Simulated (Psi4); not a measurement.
# UCCSD/def2-SVPD run of CH2BF2 (SMILES [CH2]B(F)F)

Aim: the vertical ionisation energy of CH2BF2 at UCCSD/def2-SVPD, from 2 runs. 

The calculation is run with Psi4 1.11.

1 further run of the same task is left out (set aside as unsound or not needed).

## 1. The structure to begin with

The species is CH2BF2 (6 atoms), meant as a doublet with charge 0. SMILES: `[CH2]B(F)F`. The shape is that of a GFN2-xTB optimisation.

Bond lengths: C1–B2 1.514 Å, B2–F3 1.327 Å, B2–F4 1.326 Å, C1–H5 1.075 Å, C1–H6 1.075 Å. Angles: C1–B2–F3 122.9°, C1–B2–F4 123.0°, F3–B2–F4 114.1°, B2–C1–H5 122.3°, B2–C1–H6 122.3°, H5–C1–H6 115.4°.

## 2. The energy at UCCSD/def2-SVPD

ch2bf2.dat reads:

```
memory 1.6 GB

molecule {
  0 2
  C     -0.430490     0.632730    -0.252070
  B      0.378110    -0.555990     0.221080
  F      0.367530    -0.981520     1.477540
  F      1.159170    -1.264020    -0.583880
  H     -0.413650     0.970040    -1.273050
  H     -1.060670     1.198760     0.410380
  units angstrom
  symmetry c1
}

set basis def2-SVPD
set reference uhf
set puream true
set e_convergence 1e-09
set d_convergence 1e-08
set scf_type pk
set num_frozen_docc 4
set maxiter 200

E = energy('ccsd')
print_variables()
```

The run is started by

```console
psi4 -i ch2bf2.dat -o ch2bf2.out -n 1
```

ch2bf2.out:

```text
[...]
  Running in c1 symmetry.
[...]
  Nuclear repulsion =  103.188030532756855
[...]
  Multiplicity = 2
[...]
  Nalpha       = 16
  Nbeta        = 15
[...]
    Number of basis functions: 102
[...]
   @UHF iter   1:  -262.42566492859811   -1.00923e+00   4.00573e-03 ADIIS/DIIS
[...]
   @UHF iter  13:  -262.49698605032540   -7.16227e-12   6.51121e-09 DIIS
[...]
   @S^2 Observed:                7.579276057E-01
[...]
    Orbital Energies [Eh]
    ---------------------
    Alpha Occupied:
       1A    -26.306714     2A    -26.306652     3A    -11.265339
       4A     -7.722803     5A     -1.619730     6A     -1.583276
       7A     -0.985265     8A     -0.813105     9A     -0.761620
      10A     -0.725349    11A     -0.717985    12A     -0.661468
      13A     -0.650796    14A     -0.602399    15A     -0.578177
      16A     -0.431164
    Alpha Virtual:
      17A      0.074455    18A      0.122269    19A      0.156951
      20A      0.180004    21A      0.181519    22A      0.188359
      23A      0.207722    24A      0.212533    25A      0.226431
[...]
  @UHF Final Energy:  -262.49698605032540
   => Energetics <=
    Nuclear Repulsion Energy =            103.1880305327568550
    One-Electron Energy =                -568.5057600405771154
    Two-Electron Energy =                 202.8207434574948991
    Total Energy =                       -262.4969860503254040
  UHF NO Occupations:
  HONO-2 :   14  A 1.9993416
  HONO-1 :   15  A 1.9971395
[...]
 Multipole Moments:
 ------------------------------------------------------------------------------------
     Multipole            Electronic (a.u.)      Nuclear  (a.u.)        Total (a.u.)
 ------------------------------------------------------------------------------------
 L = 1.  Multiply by 2.5417464519 to convert [e a0] to [Debye]
 Dipole X            :          2.2941379           -2.7767415           -0.4826036
 Dipole Y            :         -3.3736673            4.0842443            0.7105770
 Dipole Z            :          1.3418368           -1.6248832           -0.2830464
 Magnitude           :                                                    0.9044010
[...]
      * MP2 total energy                      = -263.078682300942432
[...]
      * CCSD total energy                     = -263.102933158100825
[...]
```

It took 59 s on 1 thread of AMD EPYC 9R45 (Zen 5), shared host; peak memory 1.1 GiB.

## 3. The singlet cation

input.json reads:

```json
{
  "schema_name": "qcschema_input",
  "schema_version": 1,
  "molecule": {
    "schema_name": "qcschema_molecule",
    "schema_version": 2,
    "symbols": ["C", "B", "F", "F", "H", "H"],
    "geometry": [-0.8135082, 1.19568641, -0.47634326, 0.71452434, -1.05066883, 0.41778065, 0.69453104, -1.85480399, 2.79214594, 2.19051383, -2.38865162, -1.10337329, -0.78168521, 1.83310993, -2.40571584, -2.00437581, 2.26532809, 0.77550581],
    "molecular_charge": 1,
    "molecular_multiplicity": 1,
    "fix_symmetry": "c1",
    "fix_com": true,
    "fix_orientation": true
  },
  "driver": "energy",
  "model": {
    "method": "ccsd",
    "basis": "def2-SVPD"
  },
  "keywords": {
    "reference": "rhf",
    "puream": true,
    "e_convergence": 1e-09,
    "d_convergence": 1e-08,
    "scf_type": "pk",
    "num_frozen_docc": 4
  }
}
```

The run is started by

```console
psi4 --qcschema input.json -n 1 --memory 1600MB
```

stdout:

```text
[...]
  Running in c1 symmetry.
[...]
  Nuclear repulsion =  103.188030527499564
[...]
  Multiplicity = 1
[...]
  Nalpha       = 15
  Nbeta        = 15
[...]
    Number of basis functions: 102
[...]
   @RHF iter   1:  -262.02405711691483   -6.07625e-01   4.37724e-03 ADIIS/DIIS
[...]
   @RHF iter  11:  -262.11881825260355   -2.72848e-12   2.94186e-09 DIIS
[...]
    Orbital Energies [Eh]
    ---------------------
    Doubly Occupied:
       1A    -26.537129     2A    -26.537073     3A    -11.684640
       4A     -8.004303     5A     -1.843901     6A     -1.807245
       7A     -1.295727     8A     -1.044809     9A     -1.003164
      10A     -0.996202    11A     -0.945047    12A     -0.931774
      13A     -0.872423    14A     -0.870940    15A     -0.866125
[...]
  @RHF Final Energy:  -262.11881825260355
   => Energetics <=
    Nuclear Repulsion Energy =            103.1880305274995635
    One-Electron Energy =                -560.1326920117941199
    Two-Electron Energy =                 194.8258432316910387
    Total Energy =                       -262.1188182526035462
[...]
 Multipole Moments:
 ------------------------------------------------------------------------------------
     Multipole            Electronic (a.u.)      Nuclear  (a.u.)        Total (a.u.)
 ------------------------------------------------------------------------------------
 L = 1.  Multiply by 2.5417464519 to convert [e a0] to [Debye]
 Dipole X            :        -22.8712626           21.8709153           -1.0003473
 Dipole Y            :         33.6431619          -32.1718882            1.4712738
 Dipole Z            :        -13.3857162           12.7995875           -0.5861287
 Magnitude           :                                                    1.8732026
[...]
      * MP2 total energy                      = -262.683516391623300
[...]
      * CCSD total energy                     = -262.708880001835155
[...]
```

The result, in JSON:

```text
{
 "driver": "energy",
 "model": {
  "method": "ccsd",
  "basis": "def2-SVPD"
 },
 "success": true,
 "return_result": -262.70888000183515,
 "properties": {
  "calcinfo_nbasis": 102,
  "calcinfo_nmo": 102,
  "calcinfo_nalpha": 15,
  "calcinfo_nbeta": 15,
  "calcinfo_natom": 6,
  "nuclear_repulsion_energy": 103.18803052749956,
  "return_energy": -262.70888000183515,
  "scf_one_electron_energy": -560.1326920117941,
  "scf_two_electron_energy": 194.82584323169104,
  "scf_dipole_moment": [-1.0003472516649552, 1.4712737892759122, -0.5861287325569275],
  "scf_total_energy": -262.11881825260355,
  "scf_iterations": 11,
  "mp2_same_spin_correlation_energy": -0.14464166008117518,
  "mp2_opposite_spin_correlation_energy": -0.4200564789376864,
  "mp2_singles_energy": -1.2262905774706083e-25,
  "mp2_doubles_energy": -0.5646981390188616,
  "mp2_correlation_energy": -0.5646981390188616,
  "mp2_total_energy": -262.6835163916233,
  "ccsd_same_spin_correlation_energy": -0.13115529003091275,
  "ccsd_opposite_spin_correlation_energy": -0.4589064591997766,
  "ccsd_singles_energy": 0.0,
  "ccsd_doubles_energy": -0.5900617492306893,
  "ccsd_correlation_energy": -0.5900617492306907,
  "ccsd_total_energy": -262.70888000183515,
  "ccsd_iterations": 17
 }
}
```

Wall time 22 s (1 thread of AMD EPYC 9R45 (Zen 5), shared host); peak memory 1 GiB.

## 4. Summary of results

At UCCSD/def2-SVPD, 4 core orbitals frozen:

```
                                                                  quantity          value
                                              doublet CH2BF2: total energy  -263.10293 Eh
doublet CH2BF2: HOMO energy (Hartree–Fock orbitals) (highest over α and β)      -11.73 eV
 doublet CH2BF2: LUMO energy (Hartree–Fock orbitals) (lowest over α and β)        0.95 eV
               doublet CH2BF2: correlation energy (4 core orbitals frozen)     -605.9 mEh
                         doublet CH2BF2: ⟨S²⟩ of the reference determinant          0.758
                                             doublet CH2BF2: T1 diagnostic          0.020
                                              singlet cation: total energy  -262.70888 Eh
                       singlet cation: HOMO energy (Hartree–Fock orbitals)      -23.57 eV
                       singlet cation: LUMO energy (Hartree–Fock orbitals)       -9.03 eV
                     singlet cation: HOMO–LUMO gap (Hartree–Fock orbitals)       14.54 eV
               singlet cation: correlation energy (4 core orbitals frozen)     -590.1 mEh
                                             singlet cation: T1 diagnostic          0.019
                        vertical ionisation energy (to the singlet cation)      10.723 eV
```

**Reading.** The vertical ionisation energy comes to 10.72 eV (247 kcal/mol). Only the singlet of the ionised species was computed; a triplet could lie lower.
